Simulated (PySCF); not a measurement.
# C2H7BN2O: electronic excitations

Aim: predict the electronic excitations of C2H7BN2O (`CN(BN)C=O`).

Computed with PySCF 2.14.0, with density-fitted response routines of our own, on a single molecule in the gas phase. Atoms are numbered from 0 throughout.

## Step 1: The starting structure

13 atoms, charge 0, multiplicity 1; geometry from: GFN2-xTB.

Bonds of the start (Å): C0–N1 1.45, N1–B2 1.44, B2–N3 1.39, N1–C4 1.36, C4–O5 1.21, C0–H6 1.09, C0–H7 1.09, C0–H8 1.09, B2–H9 1.17, N3–H10 1.01, N3–H11 1.00, C4–H12 1.10.

## Step 2: Ultraviolet spectrum: B3LYP/def2-SVPD

What the job is given:

```
{"job": {"kind": "uv", "xc": "B3LYP", "basis": "def2-SVPD", "nstates": 8, "ntriplets": 3}, "charge": 0, "multiplicity": 1}
C     -0.982219    -0.945582     0.177838
N     -0.340624     0.353632     0.057750
B      1.071521     0.478471    -0.196389
N      1.860572    -0.651369    -0.339409
C     -1.145493     1.436742     0.204360
O     -2.333985     1.412400     0.417960
H     -0.539170    -1.512577     0.997997
H     -0.879455    -1.510320    -0.750277
H     -2.040894    -0.785985     0.383517
H      1.546976     1.542753    -0.279350
H      1.517262    -1.594614    -0.279832
H      2.847599    -0.605258    -0.518485
H     -0.586478     2.382193     0.106594
```

Level: TDDFT B3LYP/def2-SVPD, vertical, gas phase, core orbitals frozen in the response.

The run is started by

```
$ OMP_NUM_THREADS=1 python probes_run.py task.json out
```

One launch serves the whole session: the jobs run in the order shown.

What will the session give for the following? lowest singlet (B3LYP/def2-SVPD); brightest single state of those computed; lowest triplet; surface potential, 1st and 99th percentile. Wanted: lowest singlet; brightest single state of those computed; lowest triplet; surface potential, 1st and 99th percentile.

**Answer**, as computed:

| quantity | value |
| --- | --- |
| lowest singlet (B3LYP/def2-SVPD) | 5.43 eV (228 nm), f = 0.001 |
| brightest single state of those computed | state 4, 6.80 eV, f = 0.375 |
| lowest triplet | 4.93 eV |
| surface potential, 1st and 99th percentile | -1.95 V and 2.02 V |

The first singlet state (HOMO→LUMO 0.93) lies at 5.43 eV and is dark; of the 8 states computed, the strongest absorption comes from state 4 at 6.80 eV. The lowest triplet lies 0.50 eV below the lowest singlet (triplets in Tamm-Dancoff, singlets in full TDDFT).
